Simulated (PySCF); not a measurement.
**From one method to the next for Hg**

What do other methods print for Hg?

The runs use PySCF 2.14.0; each script names its method and basis.

### 1 The atom

Hg: 1 atom, charge 0, spin multiplicity 1.

### 2 Base script

File input.py:

```python
from pyscf import gto, scf, mcscf

mol = gto.M(
    atom='Hg 0 0 0',
    basis='jorge-tzp-dkh',
    charge=0,
    spin=0,
    verbose=4,
)
mf = scf.RHF(mol)
mf = mf.sfx2c1e()
mf.kernel()
mc = mcscf.CASCI(mf, 4, 6)
mc.kernel()
mc.analyze()
mf.dip_moment()
print('orbital energies (hartree):', mf.mo_energy[..., max(0, mol.nelec[1]-3):mol.nelec[0]+3].round(4))
```

On the command line:

```sh
> python input.py
```

The log of this run is left out.

In short: E(SCF) = -19601.228307 Eh, 8 cycles, E(CAS) − E(SCF) = -0.00112 Eh.

### 3 SCF alone

Edit 1 changes step after the SCF: casci → none.

File input.py:

```python
from pyscf import gto, scf

mol = gto.M(
    atom='Hg 0 0 0',
    basis='jorge-tzp-dkh',
    charge=0,
    spin=0,
    verbose=4,
)
mf = scf.RHF(mol)
mf = mf.sfx2c1e()
mf.kernel()
mf.dip_moment()
print('orbital energies (hartree):', mf.mo_energy[..., max(0, mol.nelec[1]-3):mol.nelec[0]+3].round(4))
```

On the command line:

```sh
> python input.py
```

### 4 Population analysis

Edit 2 changes step after the SCF: casci → analyze.

File input.py:

```python
from pyscf import gto, scf

mol = gto.M(
    atom='Hg 0 0 0',
    basis='jorge-tzp-dkh',
    charge=0,
    spin=0,
    verbose=4,
)
mf = scf.RHF(mol)
mf = mf.sfx2c1e()
mf.kernel()
mf.analyze()
print('orbital energies (hartree):', mf.mo_energy[..., max(0, mol.nelec[1]-3):mol.nelec[0]+3].round(4))
```

### 5 Pw91 (RKS)

Edit 3 changes functional: none (Hartree–Fock) → pw91; SCF type: RHF → RKS; step after the SCF: casci → analyze.

File input.py:

```python
from pyscf import gto, dft

mol = gto.M(
    atom='Hg 0 0 0',
    basis='jorge-tzp-dkh',
    charge=0,
    spin=0,
    verbose=4,
)
mf = dft.RKS(mol, xc='pw91')
mf = mf.sfx2c1e()
mf.kernel()
mf.analyze()
print('orbital energies (hartree):', mf.mo_energy[..., max(0, mol.nelec[1]-3):mol.nelec[0]+3].round(4))
```

Before running it: what results should come out? Wanted: for each run, E(SCF); from base; gap; after the SCF.

The runs gave:

```csv
run,E(SCF) (hartree),from base (eV),cycles,gap (eV),after the SCF
base,-19601.228307,0,8,12.81,CASCI correlation -0.030 eV
SCF alone,-19601.228307,0.0000,8,12.81,n/a
population analysis,-19601.228307,0.0000,8,12.81,n/a
pw91 (RKS),-19608.639733,not comparable,8,7.75,n/a
```

**Reading.** Total energies of different functionals can't be compared with each other; differences within one functional can.
